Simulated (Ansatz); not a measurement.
Crystal: NaSb2Au.

```
CELL_PARAMETERS angstrom
4.35730 0.00000 0.00000
-2.17865 3.77354 0.00000
0.00000 0.00000 6.81847
ATOMIC_POSITIONS crystal
Na 0.00000 0.00000 0.50000
Sb 0.66667 0.33333 0.81632
Sb 0.33333 0.66667 0.18368
Au 0.00000 0.00000 0.00000
```

The cell was built by a generator and needn't be a form met in nature.

Base run:

| Item | Value |
| --- | --- |
| Program | Ansatz 0.2.0 |
| Functional | r2SCAN |
| Potentials or basis | Ansatz PAW |
| Cutoff | 500 eV (not typed: the program's choice for these potentials) |
| k mesh | 5 × 5 × 3 |
| Occupations | fermi-dirac, width 0.05 eV |
| Spin | no spin polarisation |

Its results: band gap on the k mesh none (metal or under the smearing width); pressure -1.5 GPa; largest force 0.156 eV/Å.

Problem. The run is repeated on the same cell with these changes: functional from r2SCAN to LDA; cutoff from 500 eV (not typed: the program's choice for these potentials) to 420 eV (not typed: the program's choice for these potentials). What comes out?

Solution. Band gap on the k mesh none (metal or under the smearing width); pressure -3.9 GPa; largest force 0.391 eV/Å.

Caveats: spin-orbit coupling is left out, which moves the levels of the heavy elements; the PAW data sets come from PBE, with cores solved anew for the run's functional, which leaves a small shift of forces and pressure.
